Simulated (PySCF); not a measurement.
# CCSD(T)/cc-pVDZ run of GeSiH6O (SMILES [OH][GeH2][SiH3])

Aim: the energy change on altering one bond length of GeSiH6O at CCSD(T)/cc-pVDZ, from 2 runs. The job is set up through a Python script.

The results are computed with PySCF 2.14.0.

2 further runs of the same task are left out: 2 set aside as unsound or not needed.

### Step 1. The molecule

GeSiH6O: 9 atoms, total charge 0, spin state singlet. SMILES: `[OH][GeH2][SiH3]`. The shape is that of a PBE0-D4/def2-TZVP optimisation. This is one conformer, not always the lowest.

Bond lengths: O1–Ge2 1.791 Å, Ge2–Si3 2.389 Å, O1–H4 0.960 Å, Ge2–H5 1.546 Å, Ge2–H6 1.536 Å, Si3–H7 1.488 Å, Si3–H8 1.488 Å, Si3–H9 1.486 Å. Some angles: O1–Ge2–Si3 109.9°, O1–Ge2–H5 109.2°, O1–Ge2–H6 103.6°, Si3–Ge2–H5 111.3°, Si3–Ge2–H6 113.0°, Ge2–O1–H4 112.4°, Ge2–Si3–H7 110.2°, Ge2–Si3–H8 109.3°, Ge2–Si3–H9 110.4°, H5–Ge2–H6 109.6°.

### Step 2. The energy at CCSD(T)/cc-pVDZ

Input file job.py:

```python
from pyscf import gto, cc

mol = gto.Mole()
mol.atom = [
    ('O', (-1.665400, 1.003200, -0.854800)),
    ('Ge', (0.086300, 0.899600, -0.495500)),
    ('Si', (0.525800, -1.010700, 0.870400)),
    ('H', (-1.973400, 0.267900, -1.389000)),
    ('H', (0.873700, 0.832100, -1.824400)),
    ('H', (0.388100, 2.226700, 0.215900)),
    ('H', (1.986000, -1.132800, 1.128400)),
    ('H', (0.060100, -2.236200, 0.166300)),
    ('H', (-0.192800, -0.896100, 2.165800)),
]
mol.verbose = 3
mol.max_memory = 1860
mol.charge = 0
mol.basis = 'cc-pvdz'
mol.build()

mf = mol.RHF()
mf.conv_tol = 1e-10
mf.kernel()
if not mf.converged:
    mf = mf.newton().run(mf.mo_coeff, mf.mo_occ)

mycc = cc.CCSD(mf, frozen=15)
mycc.kernel()
e_t = mycc.ccsd_t()
e_tot = mycc.e_tot + e_t
print('Final energy', e_tot)
```

Launch:

```console
$ OMP_NUM_THREADS=1 python job.py
```

What it wrote:

```text
converged SCF energy = -2442.63291405055
E(CCSD) = -2443.094145578692  E_corr = -0.4612315281448553
CCSD(T) correction = -0.0112729658821172
Final energy -2443.105418544574
```

It took 25 s on 1 thread of Intel Xeon at 2.70GHz, shared host; peak memory 0.44 GiB.

### Step 3. The distorted shape at the same level

Input file input.py:

```python
from pyscf import gto, scf, cc

mol = gto.Mole()
mol.atom = [
    ('O', (-1.295799, 1.885562, -0.213759)),
    ('Ge', (0.455901, 1.781962, 0.145541)),
    ('Si', (0.895401, -0.128338, 1.511441)),
    ('H', (-1.973400, 0.267900, -1.389000)),
    ('H', (1.243301, 1.714462, -1.183359)),
    ('H', (0.757701, 3.109062, 0.856941)),
    ('H', (2.355601, -0.250438, 1.769441)),
    ('H', (0.429701, -1.353838, 0.807341)),
    ('H', (0.176801, -0.013738, 2.806841)),
]
mol.spin = 0
mol.charge = 0
mol.max_memory = 1860
mol.verbose = 3
mol.basis = 'cc-pvdz'
mol.build()

mf = scf.RHF(mol)
mf.conv_tol = 1e-10
mf.kernel()
if not mf.converged:
    mf = mf.newton().run(mf.mo_coeff, mf.mo_occ)

mycc = cc.CCSD(mf, frozen=15)
mycc.kernel()
e_t = mycc.ccsd_t()
etot = mycc.e_tot + e_t
print(f'total energy: {etot:.8f} hartree')
```

Launch:

```console
$ OMP_NUM_THREADS=1 python input.py
```

What it wrote:

```text
converged SCF energy = -2442.38887986233
E(CCSD) = -2442.916456240866  E_corr = -0.5275763785330452
CCSD(T) correction = -0.0245484478103338
total energy: -2442.94100469 hartree
```

It took 26 s on 1 thread of Intel Xeon at 2.70GHz, shared host; peak memory 0.42 GiB.

### Step 4. What came out

At CCSD(T)/cc-pVDZ, 15 core orbitals frozen:

```
                                                         quantity           value
                                        first shape: total energy  -2443.10542 Eh
                first shape: dipole moment (Hartree–Fock density)          1.70 D
                 first shape: HOMO energy (Hartree–Fock orbitals)       -10.63 eV
                 first shape: LUMO energy (Hartree–Fock orbitals)         3.09 eV
               first shape: HOMO–LUMO gap (Hartree–Fock orbitals)        13.72 eV
        first shape: correlation energy (15 core orbitals frozen)      -472.5 mEh
                                      first shape: (T) correction      -11.27 mEh
                                       first shape: T1 diagnostic           0.011
                                    distorted shape: total energy  -2442.94100 Eh
            distorted shape: dipole moment (Hartree–Fock density)          1.74 D
             distorted shape: HOMO energy (Hartree–Fock orbitals)       -10.36 eV
             distorted shape: LUMO energy (Hartree–Fock orbitals)        -1.27 eV
           distorted shape: HOMO–LUMO gap (Hartree–Fock orbitals)         9.09 eV
    distorted shape: correlation energy (15 core orbitals frozen)      -552.1 mEh
                                  distorted shape: (T) correction      -24.55 mEh
                                   distorted shape: T1 diagnostic           0.021
energy change with the O1–H4 bond stretched from 0.960 to 2.111 Å        4.474 eV
```

One bond (distorted shape) is far stretched, which a spin-restricted single reference describes badly; perturbation theory on it can break down and give far too much correlation. With the O1–H4 bond stretched from 0.960 to 2.111 Å the energy rises by 4.47 eV (432 kJ/mol). The first shape isn't relaxed at this level, so the change isn't measured from a minimum. A restricted reference can't describe the breaking bond well at this length. The triples (first shape) make up 2.4 % of the correlation energy. The T1 diagnostic (distorted shape) of 0.021 is above the customary mark for such species, so a single reference may not serve. The triples (distorted shape) make up 4.4 % of the correlation energy.
